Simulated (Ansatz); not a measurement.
# AlBrH2O2 + HF: a complex and its separated parts

Aim: how far the complex at one end of a reaction step lies below its separated, relaxed parts, level by level.

The runs use Ansatz 0.2.0, Gaussian basis; PBE0-D4/def2-TZVP structures, single points in def2-TZVPP, no counterpoise correction.

Levels: SPW92, PBE-D4, BLYP-D4, r2SCAN-D4, B97M-V, PBE0-D4, B3LYP-D4, r2SCAN0-D4, BHLYP-D4, CAM-B3LYP-D4, wB97X-V, wB97M-V, B2PLYP, PBE-QIDH, RPA on PBE, Hartree-Fock, MP2, CCSD, CCSD(T).

Cores are frozen in the correlated methods. Filled d shells of the heavier atoms are correlated. B3LYP uses VWN-RPA correlation. B2PLYP carries no dispersion term here.

94 further runs of the same task are left out: 94 set aside as unsound or not needed. Runs told in other sessions of the task aren't counted.

## 1. The system as given

The complex: 8 atoms, charge 0, spin multiplicity 1.

Atoms are counted from 1 here; the program's logs count them from 0.

Bond lengths: Al1–F2 2.019 Å, Al1–O3 1.683 Å, Al1–O4 1.683 Å, Al1–Br6 2.337 Å, F2–H5 0.954 Å, O3–H7 0.954 Å, O4–H8 0.954 Å. Angles: F2–Al1–O3 104.2°, F2–Al1–O4 104.2°, F2–Al1–Br6 84.0°, O3–Al1–O4 119.0°, O3–Al1–Br6 117.9°, O4–Al1–Br6 117.8°, Al1–F2–H5 94.1°, Al1–O3–H7 123.9°, Al1–O4–H8 123.9°.

Coordinates:

```xyz
8

Al   -0.3369   -0.0041   -0.1562
F     1.5071   -0.6872    0.3009
O    -0.3066    0.1830   -1.8283
O    -1.3786   -1.1402    0.5193
H     1.7316    0.0729    0.8318
Br    0.2837    1.8260    1.1588
H     0.0990    0.9232   -2.2732
H    -1.5995   -1.1737    1.4469
```

Its parts: AlBrH2O2 holds atoms 1, 3, 4, 6, 7, 8; HF holds atoms 2, 5. Each part counts its atoms afresh in its own runs.

## 2. Relaxing AlBrH2O2 alone

Input file relax-a/in.yaml:

```yaml
crystal:
  periodic: [false, false, false]
  atoms:
    - {symbol: Al, position_ang: [-0.336927, -0.004093, -0.156159]}
    - {symbol: O, position_ang: [-0.306571, 0.182966, -1.828342]}
    - {symbol: O, position_ang: [-1.378589, -1.140235, 0.519278]}
    - {symbol: Br, position_ang: [0.283708, 1.826041, 1.158786]}
    - {symbol: H, position_ang: [0.099039, 0.923245, -2.273158]}
    - {symbol: H, position_ang: [-1.599508, -1.173666, 1.446892]}
basis:
  gaussian: {orbitals: def2-TZVP}
hamiltonian: {xc: pbe0, dispersion: d4}
relax: {f_tol: 0.005, max_steps: 200}
```

Run with:

```
$ ansatz run in.yaml --threads 8 --pin off --events-out ev --progress --plain --max-ram 19148MiB
```

Output (excerpt; [...] marks lines left out):

```text
Functional definition: PBE0
  name "PBE0"
  cite "Adamo & Barone, J. Chem. Phys. 110, 6158 (1999) doi:10.1063/1.478522"
  cite "Perdew, Burke & Ernzerhof, Phys. Rev. Lett. 77, 3865 (1996) doi:10.1103/PhysRevLett.77.3865"
  parent pbe
[...]
1082 factors; their error is unknown
[...]
mean field -80761.30161257 eV, -2967.9230922857 hartree, gradient 3.2e-5 eV, S^2 0.000000; 0 other end points of the search recorded, 0 dependent functions left out
[...]
reference -80761.30164025 eV, -2967.9230933030 hartree; 33, 33 occupied and 126, 126 virtual orbitals, 1082 factors
[...]
reference -80761.48008012 eV, -2967.9296508470 hartree; 33, 33 occupied and 126, 126 virtual orbitals, 1082 factors
Total energy: -80761.58216885 eV, -2967.9334025389 hartree
Atom 0 at    -0.518417     0.144816    -0.155096 Å, force    -0.000490    -0.000890    -0.000693 eV/Å
Atom 1 at    -0.301644     0.173096    -1.820786 Å, force    -0.000812    -0.001198     0.000064 eV/Å
Atom 2 at    -1.367077    -1.142146     0.512602 Å, force    -0.000146    -0.000377    -0.001401 eV/Å
Atom 3 at     0.305792     1.786625     1.146669 Å, force     0.000560     0.001155     0.000902 eV/Å
Atom 4 at     0.170163     0.873890    -2.267235 Å, force     0.000412     0.000615     0.000630 eV/Å
Atom 5 at    -1.527665    -1.222024     1.451143 Å, force     0.000476     0.000696     0.000498 eV/Å
Dipole moment:     0.064956     0.129667     0.102748 e Å
```

Wall time 7.5 s (8 threads of AMD EPYC 7R43, shared host).

Along the way:

| step | energy from step 1 (eV) | largest force component (eV/Å) |
| --- | --- | --- |
| 1 | 0.0000 | 1.2615 |
| 2 | -0.1534 | 0.4870 |
| 3 | -0.1601 | 0.3894 |
| 4 | -0.1786 | 0.0349 |
| 5 | -0.1788 | 0.0051 |
| 6 | -0.1788 | 0.0014 |

Distances of close pairs at the start and the end, largest changes first:

```csv
bond,before (Å),after (Å),change (Å)
Al1–Br4,2.337,2.252,-0.086
Al1–O2,1.683,1.680,-0.003
Al1–O3,1.683,1.680,-0.003
O3–H6,0.954,0.956,+0.001
O2–H5,0.954,0.956,+0.001
```

## 3. Relaxing HF alone

Input file relax-b/in.yaml:

```yaml
crystal:
  periodic: [false, false, false]
  atoms:
    - {symbol: F, position_ang: [1.507110, -0.687184, 0.300919]}
    - {symbol: H, position_ang: [1.731637, 0.072926, 0.831785]}
basis:
  gaussian: {orbitals: def2-TZVP}
hamiltonian: {xc: pbe0, dispersion: d4}
relax: {f_tol: 0.005, max_steps: 200}
```

Run with:

```
$ ansatz run in.yaml --threads 8 --pin off --events-out ev --progress --plain --max-ram 19148MiB
```

Output (excerpt; [...] marks lines left out):

```text
[... 5 set-up lines as earlier in the session ...]
[...]
200 factors; their error is unknown
[...]
mean field -2731.76953943 eV, -100.3906789140 hartree, gradient 7.2e-6 eV, S^2 0.000000; 0 other end points of the search recorded, 0 dependent functions left out
[...]
reference -2731.80170840 eV, -100.3918611022 hartree; 5, 5 occupied and 32, 32 virtual orbitals, 200 factors
Total energy: -2731.80322170 eV, -100.3919167147 hartree
Atom 0 at     1.511098    -0.673684     0.310347 Å, force     0.000007     0.000025     0.000017 eV/Å
Atom 1 at     1.727649     0.059426     0.822357 Å, force    -0.000007    -0.000025    -0.000017 eV/Å
Dipole moment:     0.094341     0.319382     0.223059 e Å
```

Run time: 0.5 s. Hardware: 8 threads of AMD EPYC 7R43, shared host.

Relaxation path:

```csv
step,energy from step 1 (eV),largest force component (eV/Å)
1,0.0000,1.4519
2,-0.0305,0.3553
3,-0.0321,0.0335
4,-0.0321,0.0254
5,-0.0321,0.0000
```

The bond:

```
 bond  before (Å)  after (Å)  change (Å)
F1–H2       0.954      0.920      -0.034
```

## 4. SPW92/def2-TZVPP

Input file parta/in.yaml:

```yaml
crystal:
  periodic: [false, false, false]
  atoms:
    - {symbol: Al, position_ang: [-0.518417, 0.144816, -0.155096]}
    - {symbol: O, position_ang: [-0.301644, 0.173096, -1.820786]}
    - {symbol: O, position_ang: [-1.367077, -1.142146, 0.512602]}
    - {symbol: Br, position_ang: [0.305792, 1.786625, 1.146669]}
    - {symbol: H, position_ang: [0.170163, 0.873890, -2.267235]}
    - {symbol: H, position_ang: [-1.527665, -1.222024, 1.451143]}
basis:
  gaussian: {orbitals: def2-TZVPP}
hamiltonian: {xc: lda}
```

Input file partb/in.yaml:

```yaml
crystal:
  periodic: [false, false, false]
  atoms:
    - {symbol: F, position_ang: [1.511098, -0.673684, 0.310347]}
    - {symbol: H, position_ang: [1.727649, 0.059426, 0.822357]}
basis:
  gaussian: {orbitals: def2-TZVPP}
hamiltonian: {xc: lda}
```

The same command starts each run, in its folder.

Run with:

```
$ ansatz run in.yaml --threads 8 --pin off --events-out ev --progress --plain --max-ram 19148MiB
```

Output in parta (excerpt; [...] marks lines left out):

```text
Functional definition: SPW92
  name "SPW92"
  cite "Dirac, Proc. Camb. Phil. Soc. 26, 376 (1930) doi:10.1017/S0305004100016108"
  cite "Slater, Phys. Rev. 81, 385 (1951) doi:10.1103/PhysRev.81.385"
  cite "Perdew & Wang, Phys. Rev. B 45, 13244 (1992) doi:10.1103/PhysRevB.45.13244"
[...]
1065 factors; their error is unknown
[...]
mean field -80622.40296029 eV, -2962.8186609631 hartree, gradient 1.1e-5 eV, S^2 0.000000; 0 other end points of the search recorded, 0 dependent functions left out
reference -80622.40299537 eV, -2962.8186622524 hartree; 33, 33 occupied and 147, 147 virtual orbitals, 1065 factors
Total energy: -80622.40299537 eV, -2962.8186622524 hartree
```

Log of partb (excerpt; [...] marks lines left out):

```text
[... 5 set-up lines as earlier in the session ...]
[...]
215 factors; their error is unknown
[...]
mean field -2716.76651762 eV, -99.8393280321 hartree, gradient 3.5e-5 eV, S^2 0.000000; 0 other end points of the search recorded, 0 dependent functions left out
reference -2716.76652870 eV, -99.8393284394 hartree; 5, 5 occupied and 40, 40 virtual orbitals, 215 factors
Total energy: -2716.76652870 eV, -99.8393284394 hartree
```

They took 0.45 s (parta), 0.1 s (partb) on 8 threads of AMD EPYC 7R43, shared host.

## 5. PBE-D4/def2-TZVPP

Each input of step 4 (parta, partb) changes in the same lines:

```diff
-hamiltonian: {xc: lda}
+hamiltonian: {xc: pbe, dispersion: d4}
```

Each run has its own folder and the same command.

Run with:

```
$ ansatz run in.yaml --threads 8 --pin off --events-out ev --progress --plain --max-ram 19148MiB
```

parta printed (excerpt; [...] marks lines left out):

```text
Functional definition: PBE
  name "PBE"
[... 2 set-up lines as earlier in the session ...]
[...]
1065 factors; their error is unknown
[...]
mean field -80758.53434631 eV, -2967.8213971264 hartree, gradient 2.0e-5 eV, S^2 0.000000; 0 other end points of the search recorded, 0 dependent functions left out
reference -80758.53438389 eV, -2967.8213985072 hartree; 33, 33 occupied and 147, 147 virtual orbitals, 1065 factors
Total energy: -80758.65384746 eV, -2967.8257887125 hartree
```

partb printed (excerpt; [...] marks lines left out):

```text
[... 4 set-up lines as earlier in the session ...]
[...]
215 factors; their error is unknown
[...]
mean field -2731.84359231 eV, -100.3934003072 hartree, gradient 4.8e-5 eV, S^2 0.000000; 0 other end points of the search recorded, 0 dependent functions left out
reference -2731.84360441 eV, -100.3934007521 hartree; 5, 5 occupied and 40, 40 virtual orbitals, 215 factors
Total energy: -2731.84549830 eV, -100.3934703512 hartree
```

They took 0.65 s (parta), 0.15 s (partb) on 8 threads of AMD EPYC 7R43, shared host.

## 6. BLYP-D4/def2-TZVPP

The same edit goes into each in.yaml of step 5 (parta, partb):

```diff
-hamiltonian: {xc: pbe, dispersion: d4}
+hamiltonian: {xc: {name: BLYP}, dispersion: d4}
```

Each run has its own folder and the same command.

Run with:

```
$ ansatz run in.yaml --threads 8 --pin off --events-out ev --progress --plain --max-ram 19148MiB
```

Output in parta (excerpt; [...] marks lines left out):

```text
Functional definition: BLYP
  name "BLYP"
  cite "Becke, Phys. Rev. A 38, 3098 (1988) doi:10.1103/PhysRevA.38.3098"
  cite "Lee, Yang & Parr, Phys. Rev. B 37, 785 (1988) doi:10.1103/PhysRevB.37.785"
[...]
1065 factors; their error is unknown
[...]
mean field -80777.36626691 eV, -2968.5134574436 hartree, gradient 1.7e-5 eV, S^2 0.000000; 0 other end points of the search recorded, 0 dependent functions left out
reference -80777.36657992 eV, -2968.5134689466 hartree; 33, 33 occupied and 147, 147 virtual orbitals, 1065 factors
Total energy: -80777.62184763 eV, -2968.5228498619 hartree
```

Output in partb (excerpt; [...] marks lines left out):

```text
[... 4 set-up lines as earlier in the session ...]
[...]
215 factors; their error is unknown
[...]
mean field -2734.23794127 eV, -100.4813910085 hartree, gradient 3.9e-5 eV, S^2 0.000000; 0 other end points of the search recorded, 0 dependent functions left out
reference -2734.23806487 eV, -100.4813955509 hartree; 5, 5 occupied and 40, 40 virtual orbitals, 215 factors
Total energy: -2734.24264687 eV, -100.4815639364 hartree
```

They took 0.7 s (parta), 0.15 s (partb) on 8 threads of AMD EPYC 7R43, shared host.

## 7. r2SCAN-D4/def2-TZVPP

Each input of step 6 (parta, partb) changes in the same lines:

```diff
-hamiltonian: {xc: {name: BLYP}, dispersion: d4}
+hamiltonian: {xc: r2scan, dispersion: d4}
```

Each run has its own folder and the same command.

Run with:

```
$ ansatz run in.yaml --threads 8 --pin off --events-out ev --progress --plain --max-ram 19148MiB
```

Log of parta (excerpt; [...] marks lines left out):

```text
Functional definition: r2SCAN
  name "r2SCAN"
  cite "Furness, Kaplan, Ning, Perdew & Sun, J. Phys. Chem. Lett. 11, 8208 (2020) doi:10.1021/acs.jpclett.0c02405"
  cite "Furness, Kaplan, Ning, Perdew & Sun, J. Phys. Chem. Lett. 11, 9248 (2020) doi:10.1021/acs.jpclett.0c03077"
  parent r2scan
[...]
1065 factors; their error is unknown
[...]
mean field -80774.16813535 eV, -2968.3959282765 hartree, gradient 2.1e-5 eV, S^2 0.000000; 0 other end points of the search recorded, 0 dependent functions left out
reference -80774.16814620 eV, -2968.3959286751 hartree; 33, 33 occupied and 147, 147 virtual orbitals, 1065 factors
Total energy: -80774.19542061 eV, -2968.3969309912 hartree
```

Output in partb (excerpt; [...] marks lines left out):

```text
[... 5 set-up lines as earlier in the session ...]
[...]
215 factors; their error is unknown
[...]
mean field -2733.29261891 eV, -100.4466510527 hartree, gradient 6.5e-6 eV, S^2 0.000000; 0 other end points of the search recorded, 0 dependent functions left out
reference -2733.29262209 eV, -100.4466511695 hartree; 5, 5 occupied and 40, 40 virtual orbitals, 215 factors
Total energy: -2733.29307963 eV, -100.4466679837 hartree
```

Times: 1.3 s (parta), 0.3 s (partb) on 8 threads of AMD EPYC 7R43, shared host.

## 8. B97M-V/def2-TZVPP

The same edit goes into each in.yaml of step 7 (parta, partb):

```diff
-hamiltonian: {xc: r2scan, dispersion: d4}
+hamiltonian: {xc: {name: B97M-V}}
```

One command serves all of them, each in its own folder.

Run with:

```
$ ansatz run in.yaml --threads 8 --pin off --events-out ev --progress --plain --max-ram 19148MiB
```

Log of parta (excerpt; [...] marks lines left out):

```text
Functional definition: B97M-V
  name "B97M-V"
  cite "Mardirossian & Head-Gordon, J. Chem. Phys. 142, 074111 (2015) doi:10.1063/1.4907719"
  cite "Becke, J. Chem. Phys. 107, 8554 (1997) doi:10.1063/1.475007"
  cite "Vydrov & Van Voorhis, J. Chem. Phys. 133, 244103 (2010) doi:10.1063/1.3521275"
  # Of w^i u^j: cxij and so on, Table III.
[...]
  gx(w, u) = cx00 + cx01*u + cx02*u^2 + (cx10 + cx11*u)*w
[...]
  gos(w, u) = cos00 + cos01*u + cos03*u^3 + cos10*w + cos32*w^3*u^2
[...]
      + integral(e_c_pw_mod_opposite_spin*gos(b97_w_opposite, b97_u_opposite)) + vv10(b, c)
1065 factors; their error is unknown
[...]
mean field -80761.68775500 eV, -2967.9372827582 hartree, gradient 2.6e-5 eV, S^2 0.000000; 0 other end points of the search recorded, 0 dependent functions left out
reference -80761.68780986 eV, -2967.9372847741 hartree; 33, 33 occupied and 147, 147 virtual orbitals, 1065 factors
Total energy: -80761.68780986 eV, -2967.9372847741 hartree
```

Log of partb (excerpt; [...] marks lines left out):

```text
[... 5 set-up lines as earlier in the session ...]
  # Of w^i u^j: cxij and so on, Table III.
[...]
  gx(w, u) = cx00 + cx01*u + cx02*u^2 + (cx10 + cx11*u)*w
[...]
  gos(w, u) = cos00 + cos01*u + cos03*u^3 + cos10*w + cos32*w^3*u^2
[...]
      + integral(e_c_pw_mod_opposite_spin*gos(b97_w_opposite, b97_u_opposite)) + vv10(b, c)
215 factors; their error is unknown
[...]
mean field -2733.38837278 eV, -100.4501699423 hartree, gradient 2.3e-5 eV, S^2 0.000000; 0 other end points of the search recorded, 0 dependent functions left out
reference -2733.38839049 eV, -100.4501705933 hartree; 5, 5 occupied and 40, 40 virtual orbitals, 215 factors
Total energy: -2733.38839049 eV, -100.4501705933 hartree
```

They took 2.2 s (parta), 0.25 s (partb) on 8 threads of AMD EPYC 7R43, shared host.

## 9. PBE0-D4/def2-TZVPP

The same edit goes into each in.yaml of step 8 (parta, partb):

```diff
-hamiltonian: {xc: {name: B97M-V}}
+hamiltonian: {xc: pbe0, dispersion: d4}
+output: {orbitals: {seedname: orbitals}}
```

The same command starts each run, in its folder.

Run with:

```
$ ansatz run in.yaml --threads 8 --pin off --events-out ev --progress --plain --max-ram 19148MiB
```

parta printed (excerpt; [...] marks lines left out):

```text
[... 5 set-up lines as earlier in the session ...]
[...]
1133 factors; their error is unknown
[...]
mean field -80761.57711896 eV, -2967.9332169588 hartree, gradient 3.2e-5 eV, S^2 0.000000; 0 other end points of the search recorded, 0 dependent functions left out
reference -80761.57714697 eV, -2967.9332179878 hartree; 33, 33 occupied and 147, 147 virtual orbitals, 1133 factors
Total energy: -80761.67923570 eV, -2967.9369696798 hartree
```

Log of partb (excerpt; [...] marks lines left out):

```text
[... 5 set-up lines as earlier in the session ...]
[...]
215 factors; their error is unknown
[...]
mean field -2731.86111780 eV, -100.3940443573 hartree, gradient 4.0e-5 eV, S^2 0.000000; 0 other end points of the search recorded, 0 dependent functions left out
reference -2731.86112652 eV, -100.3940446776 hartree; 5, 5 occupied and 40, 40 virtual orbitals, 215 factors
Total energy: -2731.86263981 eV, -100.3941002901 hartree
```

Wall times: 1.1 s (parta), 0.15 s (partb) on 8 threads of AMD EPYC 7R43, shared host.

## 10. B3LYP-D4/def2-TZVPP

Each input of step 9 (parta, partb) changes in the same lines:

```diff
-hamiltonian: {xc: pbe0, dispersion: d4}
-output: {orbitals: {seedname: orbitals}}
+hamiltonian: {xc: {name: B3LYP}, dispersion: d4}
```

The same command starts each run, in its folder.

Run with:

```
$ ansatz run in.yaml --threads 8 --pin off --events-out ev --progress --plain --max-ram 19148MiB
```

Output in parta (excerpt; [...] marks lines left out):

```text
Functional definition: B3LYP
  name "B3LYP"
  cite "Stephens, Devlin, Chabalowski & Frisch, J. Phys. Chem. 98, 11623 (1994) doi:10.1021/j100096a001"
[... 2 set-up lines as earlier in the session ...]
  cite "Vosko, Wilk & Nusair, Can. J. Phys. 58, 1200 (1980) doi:10.1139/p80-159"
[...]
1126 factors; their error is unknown
[...]
mean field -80778.59142421 eV, -2968.5584811437 hartree, gradient 1.9e-5 eV, S^2 0.000000; 0 other end points of the search recorded, 0 dependent functions left out
reference -80778.59165775 eV, -2968.5584897265 hartree; 33, 33 occupied and 147, 147 virtual orbitals, 1126 factors
Total energy: -80778.78709942 eV, -2968.5656720752 hartree
```

Log of partb (excerpt; [...] marks lines left out):

```text
[... 6 set-up lines as earlier in the session ...]
[...]
215 factors; their error is unknown
[...]
mean field -2734.54626023 eV, -100.4927215215 hartree, gradient 1.9e-5 eV, S^2 0.000000; 0 other end points of the search recorded, 0 dependent functions left out
reference -2734.54635107 eV, -100.4927248599 hartree; 5, 5 occupied and 40, 40 virtual orbitals, 215 factors
Total energy: -2734.54934079 eV, -100.4928347299 hartree
```

They took 1.1 s (parta), 0.15 s (partb) on 8 threads of AMD EPYC 7R43, shared host.

## 11. r2SCAN0-D4/def2-TZVPP

Each input of step 10 (parta, partb) changes in the same lines:

```diff
-hamiltonian: {xc: {name: B3LYP}, dispersion: d4}
+hamiltonian: {xc: {name: r2SCAN0}, dispersion: d4}
```

Each run has its own folder and the same command.

Run with:

```
$ ansatz run in.yaml --threads 8 --pin off --events-out ev --progress --plain --max-ram 19148MiB
```

Output in parta (excerpt; [...] marks lines left out):

```text
Functional definition: r2SCAN0
  name "r2SCAN0"
  cite "Bursch, Neugebauer, Ehlert & Grimme, J. Chem. Phys. 156, 134105 (2022) doi:10.1063/5.0086040"
[... 3 set-up lines as earlier in the session ...]
[...]
1133 factors; their error is unknown
[...]
mean field -80773.38115477 eV, -2968.3670072736 hartree, gradient 3.2e-5 eV, S^2 0.000000; 0 other end points of the search recorded, 0 dependent functions left out
reference -80773.38116337 eV, -2968.3670075897 hartree; 33, 33 occupied and 147, 147 virtual orbitals, 1133 factors
Total energy: -80773.41453848 eV, -2968.3682341025 hartree
```

Output in partb (excerpt; [...] marks lines left out):

```text
[... 6 set-up lines as earlier in the session ...]
[...]
215 factors; their error is unknown
[...]
mean field -2732.94545893 eV, -100.4338931587 hartree, gradient 6.6e-5 eV, S^2 0.000000; 0 other end points of the search recorded, 0 dependent functions left out
reference -2732.94546139 eV, -100.4338932492 hartree; 5, 5 occupied and 40, 40 virtual orbitals, 215 factors
Total energy: -2732.94596336 eV, -100.4339116963 hartree
```

Wall times: 1.6 s (parta), 0.3 s (partb) on 8 threads of AMD EPYC 7R43, shared host.

## 12. BHLYP-D4/def2-TZVPP

The same edit goes into each in.yaml of step 11 (parta, partb):

```diff
-hamiltonian: {xc: {name: r2SCAN0}, dispersion: d4}
+hamiltonian: {xc: {name: BHLYP}, dispersion: d4}
```

The same command starts each run, in its folder.

Run with:

```
$ ansatz run in.yaml --threads 8 --pin off --events-out ev --progress --plain --max-ram 19148MiB
```

parta printed (excerpt; [...] marks lines left out):

```text
Functional definition: BHLYP
  name "BHLYP"
  cite "Becke, J. Chem. Phys. 98, 1372 (1993) doi:10.1063/1.464304"
[... 2 set-up lines as earlier in the session ...]
[...]
1232 factors; their error is unknown
[...]
mean field -80775.11680719 eV, -2968.4307913235 hartree, gradient 2.2e-5 eV, S^2 0.000000; 0 other end points of the search recorded, 0 dependent functions left out
reference -80775.11696541 eV, -2968.4307971382 hartree; 33, 33 occupied and 147, 147 virtual orbitals, 1232 factors
Total energy: -80775.28721525 eV, -2968.4370537043 hartree
```

partb printed (excerpt; [...] marks lines left out):

```text
[... 5 set-up lines as earlier in the session ...]
[...]
234 factors; their error is unknown
[...]
mean field -2733.43313200 eV, -100.4518148135 hartree, gradient 1.2e-5 eV, S^2 0.000000; 0 other end points of the search recorded, 0 dependent functions left out
reference -2733.43319254 eV, -100.4518170382 hartree; 5, 5 occupied and 40, 40 virtual orbitals, 234 factors
Total energy: -2733.43492051 eV, -100.4518805399 hartree
```

They took 0.95 s (parta), 0.15 s (partb) on 8 threads of AMD EPYC 7R43, shared host.

[end of part 1 of 2]
